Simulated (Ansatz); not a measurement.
**CH₃BOS: ionisation energy by level of theory**

An exercise on one series of results from a longer session: the logs are not shown, and one member is left open.

Computed with Ansatz 0.2.0, Gaussian basis. Level: unrestricted cation, the program's frozen cores in correlated methods.

The runs, in order: UKS PBE-D4/def2-TZVPP; UKS r2SCAN-D4/def2-TZVPP; UKS PBE0-D4/def2-TZVPP; UKS B3LYP-D4/def2-TZVPP; UKS wB97X-V/def2-TZVPP; UKS wB97M-V/def2-TZVPP; UKS B2PLYP/def2-TZVPP; UHF-CCSD(T)/def2-TZVPP; UHF-MP2/def2-QZVPP; extrapolation to the limit; then −ε(HOMO) from the neutral's earlier runs with LDA (SPW92), PBE-D4, revPBE-D4, BLYP-D4, r2SCAN-D4, B97M-V, PBE0-D4, B3LYP-D4, r2SCANh-D4, r2SCAN0-D4, HSE06-D4, BHLYP-D4, CAM-B3LYP-D4, LC-ωPBE, ωB97X-V, ωB97M-V.

## The relaxed structure

The geometry comes from an earlier relaxation with PBE0-D4 in a triple-zeta def2 set; it is a stationary point, not always the lowest conformer.

SMILES `SC1BO1`, 7 atoms, charge 0, spin multiplicity 1.

Atoms are counted from 1 here; the program's logs count them from 0.

Bond lengths: S1–C2 1.761 Å, S1–H5 1.343 Å, C2–B3 1.511 Å, C2–O4 1.518 Å, C2–H6 1.085 Å, B3–O4 1.324 Å, B3–H7 1.184 Å. Angles: C2–S1–H5 98.1°, S1–C2–B3 126.0°, S1–C2–O4 117.4°, S1–C2–H6 111.2°, B3–C2–O4 51.8°, B3–C2–H6 122.0°, O4–C2–H6 110.6°, C2–B3–O4 64.3°, C2–B3–H7 157.1°, O4–B3–H7 138.4°, C2–O4–B3 63.8°.

The first run:

in.yaml reads:

```yaml
crystal:
  periodic: [false, false, false]
  atoms:
    - {symbol: S, position_ang: [-1.483565, 0.693844, -0.788339]}
    - {symbol: C, position_ang: [-0.375801, 0.120995, 0.455053]}
    - {symbol: B, position_ang: [1.012377, -0.429994, 0.222951]}
    - {symbol: O, position_ang: [0.057147, -1.332506, 0.388104]}
    - {symbol: H, position_ang: [-0.582120, 0.915039, -1.758974]}
    - {symbol: H, position_ang: [-0.738974, 0.365532, 1.447954]}
    - {symbol: H, position_ang: [2.172335, -0.400910, -0.012450]}
basis:
  gaussian: {orbitals: def2-TZVPP}
total_charge: 1
magnetization: {spin_polarized: true, initial_magnetization: 1}
hamiltonian: {xc: pbe, dispersion: d4}
```

Run with:

```sh
$ ansatz run in.yaml --threads 2 --pin off --events-out ev --progress --plain --max-ram 4352MiB
```

Among the steps run: Cation, UKS PBE-D4/def2-TZVPP; Cation, UKS r2SCAN-D4/def2-TZVPP; Cation, UKS PBE0-D4/def2-TZVPP; Cation, UKS B3LYP-D4/def2-TZVPP; Cation, UKS wB97X-V/def2-TZVPP; Cation, UKS wB97M-V/def2-TZVPP; Cation, UKS B2PLYP (frozen core)/def2-TZVPP; Cation, UHF-CCSD(T)/def2-TZVPP; Cation, UHF-MP2/def2-QZVPP.

One of the session's tables, all rows but one given; the rest of the session is left out.

For comparison, −ε(HOMO) of the neutral from earlier runs:

| functional | −ε(HOMO) (eV) |
| --- | --- |
| LDA (SPW92) | 6.23 |
| PBE-D4 | ? |
| revPBE-D4 | 6.03 |
| BLYP-D4 | 5.93 |
| r2SCAN-D4 | 6.31 |
| B97M-V | 6.38 |
| PBE0-D4 | 7.28 |
| B3LYP-D4 | 7.06 |
| r2SCANh-D4 | 6.76 |
| r2SCAN0-D4 | 7.44 |
| HSE06-D4 | 6.88 |
| BHLYP-D4 | 8.37 |
| CAM-B3LYP-D4 | 8.62 |
| LC-ωPBE | 10.01 |
| ωB97X-V | 9.63 |
| ωB97M-V | 9.47 |

**Question.** Estimate the row for PBE-D4.

**Answer.** −ε(HOMO) (eV): 6.08. In the column «−ε(HOMO) (eV)» it lies between revPBE-D4 (6.03) and LDA (SPW92) (6.23).
